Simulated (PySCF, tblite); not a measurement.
**C8H12: a rotation path, then NMR shifts on frames, part 1 of 2**

Aim: move C8H12 (`C#C/C=C/CCCC`) away from its starting geometry and see how NMR shifts follow the geometry.

Programs: tblite 0.8.0 and PySCF 2.14.0, with density-fitted response routines of our own. Each step states its level of theory. These are calculated values for one molecule in the gas phase, unless marked as measured. Atoms count from 0, in the outputs and in this text.

**1. Starting geometry**

20 atoms, charge 0, multiplicity 1; geometry from: GFN2-xTB.

Bonds of the start (Å): C0–C1 1.20, C1–C2 1.41, C2–C3 1.33, C3–C4 1.49, C4–C5 1.53, C5–C6 1.53, C6–C7 1.52, C0–H8 1.05, C2–H9 1.08, C3–H10 1.08, C4–H11 1.09, C4–H12 1.09, C5–H13 1.09, C5–H14 1.09, C6–H15 1.09, C6–H16 1.09, C7–H17 1.09, C7–H18 1.09, C7–H19 1.09.

**2. The rotation path with GFN2-xTB**

What the job is given:

```
{"job": {"kind": "neb", "xc": "GFN2-xTB", "basis": "xTB", "atoms": [3, 4, 5, 6], "turn": 120}, "charge": 0, "multiplicity": 1}
C      4.750824    -0.203713     1.509128
C      3.648413     0.185023     1.233026
C      2.357528     0.658378     0.922705
C      1.619269     0.174080    -0.073366
C      0.250471     0.656854    -0.416629
C     -0.785986    -0.462246    -0.264809
C     -2.188231     0.005266    -0.645152
C     -3.217689    -1.106660    -0.487144
H      5.712990    -0.546756     1.746633
H      1.990342     1.463517     1.548329
H      2.003704    -0.633607    -0.683085
H     -0.023467     1.498255     0.224242
H      0.242873     1.004033    -1.455020
H     -0.500821    -1.307221    -0.896269
H     -0.786208    -0.808813     0.771533
H     -2.184448     0.352759    -1.681169
H     -2.468794     0.851766    -0.014001
H     -2.967954    -1.952188    -1.124487
H     -4.208273    -0.751640    -0.761123
H     -3.249690    -1.453067     0.543622
```

Method: GFN2-xTB climbing-image nudged elastic band, gas phase.

Command:

```bash
> OMP_NUM_THREADS=1 python probes_run.py task.json out
```

This one command runs all jobs of the session in turn.

Standard output:

```text
image   E - E0 / eV
  0       0.0000
  1       0.0139
  2       0.0472
  3       0.0843
  4       0.1039
  5       0.0943
  6       0.0635
  7       0.0355
  8       0.0237
```

Run time: 6.5 s. Hardware: 1 thread of AMD EPYC 7R43, shared host; peak memory 0.19 GiB.

The final band, with the dihedral C3–C4–C5–C6:

```csv
image,dihedral (°),energy (eV),energy (kcal/mol)
0,-179,0.000,0.0
1,-165,0.014,0.3
2,-151,0.047,1.1
3,-137,0.084,1.9
4,-122,0.104,2.4
5,-108,0.094,2.2
6,-93,0.063,1.5
7,-79,0.036,0.8
8,-65,0.024,0.5
```

**3. Nuclear shieldings: image 0, PBE0/pcSseg-1**

What the job is given:

```
{"job": {"kind": "nmr", "xc": "PBE0", "basis": "pcSseg-1", "pop": false}, "charge": 0, "multiplicity": 1}
C      4.750800    -0.203700     1.509100
C      3.648400     0.185000     1.233000
C      2.357500     0.658400     0.922700
C      1.619300     0.174100    -0.073400
C      0.250500     0.656900    -0.416600
C     -0.786000    -0.462200    -0.264800
C     -2.188200     0.005300    -0.645200
C     -3.217700    -1.106700    -0.487100
H      5.713000    -0.546800     1.746600
H      1.990300     1.463500     1.548300
H      2.003700    -0.633600    -0.683100
H     -0.023500     1.498300     0.224200
H      0.242900     1.004000    -1.455000
H     -0.500800    -1.307200    -0.896300
H     -0.786200    -0.808800     0.771500
H     -2.184400     0.352800    -1.681200
H     -2.468800     0.851800    -0.014000
H     -2.968000    -1.952200    -1.124500
H     -4.208300    -0.751600    -0.761100
H     -3.249700    -1.453100     0.543600
```

Method: GIAO PBE0/pcSseg-1 NMR shielding, non-relativistic, gas phase.

Standard output:

```text
coarse grid: 16128 points
cycle   1  E = -311.4536810916  dE =  8.758e-01  |g| = 4.589e-01  |ddm| = 4.046e+00
cycle   2  E = -311.4608390785  dE = -7.158e-03  |g| = 4.396e-01  |ddm| = 9.844e-01
cycle   3  E = -311.5118275968  dE = -5.099e-02  |g| = 4.679e-02  |ddm| = 4.241e-01
cycle   4  E = -311.5122816524  dE = -4.541e-04  |g| = 1.926e-02  |ddm| = 6.466e-02
cycle   5  E = -311.5123772049  dE = -9.555e-05  |g| = 3.359e-03  |ddm| = 2.328e-02
cycle   6  E = -311.5123793118  dE = -2.107e-06  |g| = 1.629e-03  |ddm| = 3.955e-03
final grid: 154128 points
cycle   7  E = -311.5634043694  dE = -4.666e-05  |g| = 9.239e-03  |ddm| = 5.052e-02
cycle   8  E = -311.5633939488  dE =  1.042e-05  |g| = 1.126e-02  |ddm| = 1.692e-02
cycle   9  E = -311.5634248201  dE = -3.087e-05  |g| = 3.106e-03  |ddm| = 9.488e-03
cycle  10  E = -311.5634272030  dE = -2.383e-06  |g| = 3.210e-04  |ddm| = 2.243e-03
cycle  11  E = -311.5634272272  dE = -2.416e-08  |g| = 1.083e-04  |ddm| = 4.124e-04
cycle  12  E = -311.5634272300  dE = -2.850e-09  |g| = 2.927e-05  |ddm| = 1.251e-04
cycle  13  E = -311.5634272302  dE = -1.841e-10  |g| = 1.237e-05  |ddm| = 3.668e-05
converged SCF energy = -311.5634272302

GIAO shielding tensors (ppm)
atom      isotropic    diamagn.    paramagn.     s11        s22        s33       span
  0 C      101.091     257.247    -156.157     40.507     51.581    211.185    170.678
  1 C       99.788     249.767    -149.978     -0.020      0.383    299.002    299.023
  2 C       72.107     257.510    -185.403    -29.142     95.484    149.978    179.120
  3 C       28.609     256.647    -228.037    -97.554     35.198    148.184    245.738
  4 C      145.630     248.744    -103.114    126.640    144.685    165.565     38.924
  5 C      149.019     251.483    -102.464    130.484    144.190    172.382     41.898
  6 C      158.249     247.269     -89.020    146.808    155.985    171.953     25.145
  7 C      169.760     244.320     -74.560    158.415    163.284    187.579     29.164
  8 H       29.217      33.315      -4.098     25.164     25.349     37.139     11.975
  9 H       26.007      29.983      -3.976     23.002     25.329     29.690      6.688
 10 H       25.081      32.541      -7.459     21.383     24.342     29.519      8.136
 11 H       29.675      33.568      -3.893     25.626     30.144     33.255      7.629
 12 H       29.466      32.187      -2.721     25.298     29.449     33.653      8.354
 13 H       30.354      34.414      -4.061     25.965     31.127     33.968      8.003
 14 H       30.561      34.503      -3.942     26.280     31.513     33.891      7.611
 15 H       30.395      31.316      -0.921     25.682     30.314     35.188      9.506
 16 H       30.369      31.677      -1.309     25.456     30.496     35.155      9.699
 17 H       30.743      28.454       2.290     26.578     29.034     36.617     10.039
 18 H       30.430      26.067       4.363     25.791     27.616     37.883     12.093
 19 H       30.738      28.739       1.999     26.621     29.079     36.514      9.893
```

It took 39 s on 1 thread of AMD EPYC 7R43, shared host; peak memory 0.85 GiB.

The references, computed at this level on geometries of the same kind, shield at (ppm): ¹H TMS 31.72, ¹³C TMS 186.9. Their shielding less the atom's gives the shift. The references are single molecules in the gas phase. Each atom is listed at this fixed geometry, with no averaging over motion; a spectrum would average atoms that exchange fast.

```
atoms                           environment  σ (ppm)  δ (ppm)
   C3                             alkene CH     28.6    158.3
   C2                             alkene CH     72.1    114.8
   C1                         alkyne carbon     99.8     87.1
   C0                terminal alkyne carbon    101.1     85.8
   C4                       allylic sp3 CH2    145.6     41.3
   C5                               sp3 CH2    149.0     37.9
   C6                               sp3 CH2    158.2     28.7
   C7                         methyl carbon    169.8     17.2
  H10              hydrogen on an alkene CH    25.08     6.64
   H9              hydrogen on an alkene CH    26.01     5.71
   H8  hydrogen on a terminal alkyne carbon    29.22     2.50
  H12        hydrogen on an allylic sp3 CH2    29.47     2.25
  H11        hydrogen on an allylic sp3 CH2    29.68     2.04
  H13                hydrogen on an sp3 CH2    30.35     1.36
  H16                hydrogen on an sp3 CH2    30.37     1.35
  H15                hydrogen on an sp3 CH2    30.39     1.32
  H18           hydrogen on a methyl carbon    30.43     1.29
  H14                hydrogen on an sp3 CH2    30.56     1.16
  H19           hydrogen on a methyl carbon    30.74     0.98
  H17           hydrogen on a methyl carbon    30.74     0.97
```

**4. NMR shieldings: image 2, PBE0/pcSseg-1**

What the job is given:

```
{"job": {"kind": "nmr", "xc": "PBE0", "basis": "pcSseg-1", "pop": false}, "charge": 0, "multiplicity": 1}
C      4.818200    -0.323100     1.218400
C      3.702400     0.101400     1.089000
C      2.399800     0.622300     0.953900
C      1.552700     0.246100    -0.000700
C      0.171700     0.783200    -0.165300
C     -0.872500    -0.331400     0.003700
C     -2.145600    -0.062300    -0.794400
C     -3.166900    -1.181100    -0.625800
H      5.793800    -0.692600     1.322200
H      2.117900     1.374400     1.681600
H      1.847100    -0.511000    -0.716500
H     -0.008100     1.587000     0.551200
H      0.077900     1.204000    -1.170900
H     -0.445800    -1.279000    -0.332900
H     -1.113400    -0.441600     1.063100
H     -1.887600     0.030900    -1.852500
H     -2.579600     0.888200    -0.475700
H     -2.747300    -2.134100    -0.942300
H     -4.053100    -0.985000    -1.224800
H     -3.466700    -1.272400     0.415700
```

Level: GIAO PBE0/pcSseg-1 NMR shielding, non-relativistic, gas phase.

Standard output:

```text
coarse grid: 16128 points
cycle   1  E = -311.4523305061  dE =  8.779e-01  |g| = 4.587e-01  |ddm| = 4.038e+00
cycle   2  E = -311.4596378570  dE = -7.307e-03  |g| = 4.387e-01  |ddm| = 9.851e-01
cycle   3  E = -311.5104402318  dE = -5.080e-02  |g| = 4.659e-02  |ddm| = 4.220e-01
cycle   4  E = -311.5108890547  dE = -4.488e-04  |g| = 1.925e-02  |ddm| = 6.394e-02
cycle   5  E = -311.5109844550  dE = -9.540e-05  |g| = 3.416e-03  |ddm| = 2.335e-02
cycle   6  E = -311.5109866544  dE = -2.199e-06  |g| = 1.651e-03  |ddm| = 4.011e-03
final grid: 154128 points
cycle   7  E = -311.5613246481  dE = -4.735e-05  |g| = 8.930e-03  |ddm| = 5.167e-02
cycle   8  E = -311.5613169089  dE =  7.739e-06  |g| = 1.054e-02  |ddm| = 1.607e-02
cycle   9  E = -311.5613441048  dE = -2.720e-05  |g| = 2.703e-03  |ddm| = 8.774e-03
cycle  10  E = -311.5613458885  dE = -1.784e-06  |g| = 3.406e-04  |ddm| = 1.983e-03
cycle  11  E = -311.5613459150  dE = -2.653e-08  |g| = 1.216e-04  |ddm| = 4.012e-04
cycle  12  E = -311.5613459184  dE = -3.361e-09  |g| = 4.413e-05  |ddm| = 1.407e-04
cycle  13  E = -311.5613459189  dE = -5.036e-10  |g| = 1.170e-05  |ddm| = 4.989e-05
converged SCF energy = -311.5613459189

GIAO shielding tensors (ppm)
atom      isotropic    diamagn.    paramagn.     s11        s22        s33       span
  0 C      101.253     257.317    -156.064     40.477     51.644    211.638    171.161
  1 C       99.906     249.930    -150.023      0.212      0.559    298.948    298.736
  2 C       72.766     257.644    -184.877    -27.788     96.169    149.918    177.705
  3 C       28.323     257.398    -229.075    -97.160     36.800    145.329    242.490
  4 C      147.361     248.312    -100.951    128.084    147.565    166.435     38.351
  5 C      150.508     250.977    -100.469    130.588    144.435    176.502     45.914
  6 C      157.308     247.912     -90.604    140.691    158.806    172.426     31.735
  7 C      169.758     244.327     -74.569    158.270    163.096    187.907     29.637
  8 H       29.247      33.373      -4.126     25.180     25.372     37.190     12.010
  9 H       26.071      29.682      -3.612     23.035     25.437     29.739      6.704
 10 H       25.165      32.968      -7.803     21.416     24.343     29.736      8.320
 11 H       29.446      33.010      -3.564     25.821     29.054     33.463      7.641
 12 H       29.760      32.543      -2.783     25.175     30.434     33.672      8.497
 13 H       30.627      34.788      -4.161     25.851     31.856     34.174      8.323
 14 H       30.283      34.072      -3.790     26.003     30.903     33.943      7.940
 15 H       30.466      31.907      -1.442     25.831     30.408     35.158      9.327
 16 H       30.294      31.295      -1.001     25.484     30.386     35.011      9.527
 17 H       30.770      28.824       1.946     26.614     29.244     36.453      9.839
 18 H       30.453      26.085       4.368     25.854     27.595     37.911     12.056
 19 H       30.777      28.415       2.362     26.623     28.952     36.756     10.133
```

It took 34 s on 1 thread of AMD EPYC 7R43, shared host; peak memory 1 GiB.

In short: δ C3 158.6, C2 114.2, C1 87.0, C0 85.7, H10 6.55, H9 5.65 ppm.

(Continued in part 2 of 2.)
